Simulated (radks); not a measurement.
# Excited configurations of Ag

The task here is to estimate one member of a computed series from the others.

Program: radks (a radial shooting solver on a logarithmic mesh, Libxc functionals) version 1. Level of theory: Dirac Kohn-Sham, PBE, spin-unpolarised, spherical densities, point nucleus; open shells are shared between the two j in proportion to 2j + 1. These are calculated values, not measurements, unless marked.

### The atom as given

* element: silver (Z = 47)
* charge: 0
* electrons: 47
* configuration: [Kr] 4d10 5s1

The outer shells:

Ag
```
[Kr] core
4d [↑↓][↑↓][↑↓][↑↓][↑↓]
5s [↑ ]
```

Set-up of the first run:

Input:

```text
Z 47
configuration [Kr] 4d10 5s1
relativity Dirac
functional pbe,pbe
spin unpolarised
j_filling average
nucleus point
c 137.035999084
```

Steps of the session up to this table: Ground configuration: [Kr] 4d10 5s1.

One table of the session follows, with a row left open; its other results are not shown here.

It belongs to the step «Ground configuration: [Kr] 4d10 5s1». From the orbitals of this run (lengths in bohr):

| level | <r> | outermost maximum (interpolated) | 90 % within | nodes |
| --- | --- | --- | --- | --- |
| 3d3/2 | 0.3437 | 0.272 | 0.544 | 0 |
| 3d5/2 | 0.3472 | 0.275 | 0.549 | 0 |
| 4s1/2 | ? | ? | ? | ? |
| 4p1/2 | 0.9797 | 0.860 | 1.45 | 2 |
| 4p3/2 | 1.011 | 0.885 | 1.50 | 2 |
| 4d3/2 | 1.403 | 1.03 | 2.28 | 1 |
| 4d5/2 | 1.429 | 1.04 | 2.34 | 1 |
| 5s1/2 | 3.166 | 2.50 | 4.87 | 4 |

Estimate the missing values for 4s1/2.

The run gave: <r>: 0.9121; outermost maximum (interpolated): 0.823; 90 % within: 1.33; nodes: 3. In the column «<r>» it lies between 3d5/2 (0.3472) and 4p1/2 (0.9797).

Limits of these values: Spin polarisation and multiplet splitting are left out, so open shells lie too high by an amount that depends on their filling.
